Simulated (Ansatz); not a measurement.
**HfB in Ansatz: the effect of target pressure**

Crystal: HfB.

```
CELL_PARAMETERS angstrom
0.00000 2.31000 2.31000
2.31000 0.00000 2.31000
2.31000 2.31000 0.00000
ATOMIC_POSITIONS crystal
Hf 0.50000 0.50000 0.50000
B 0.00000 0.00000 0.00000
```

Alike in all runs:

```yaml
Program: Ansatz 0.2.0
Task: relaxation of cell and atoms
Functional: LDA
Potentials_or_basis: Ansatz PAW
Cutoff: "420 eV (not typed: the program's choice for these potentials)"
k_mesh: 10 × 10 × 10
Occupations: fermi-dirac, width 0.05 eV
Spin: no spin polarisation
```

Each run relaxes the cell or the atoms first.

```tsv
target pressure	target pressure	relaxed volume (Å³/atom)
0 GPa	-	13.38
2 GPa	2 GPa	13.24
5 GPa	5 GPa	13.04
10 GPa	10 GPa	12.74
20 GPa	20 GPa	?
30 GPa	30 GPa	11.79
```

Q: What does the run with target pressure 20 GPa give?

A: Relaxed volume 12.23 Å³/atom.

Worked out: In Murnaghan's law V^(-B') rises as a straight line in P. The other rows fit best with B' = 3.7, V0 = 13.38 Å³/atom and B0 = 186 GPa, which gives 12.22 Å³/atom at 20 GPa, against the run's 12.23.

Caveats: the plane-wave basis is chosen anew once the cell has moved, so the energies of steps on either side of that aren't comparable; the PAW data sets come from PBE, with cores solved anew for the run's functional, which leaves a small shift of forces and pressure.
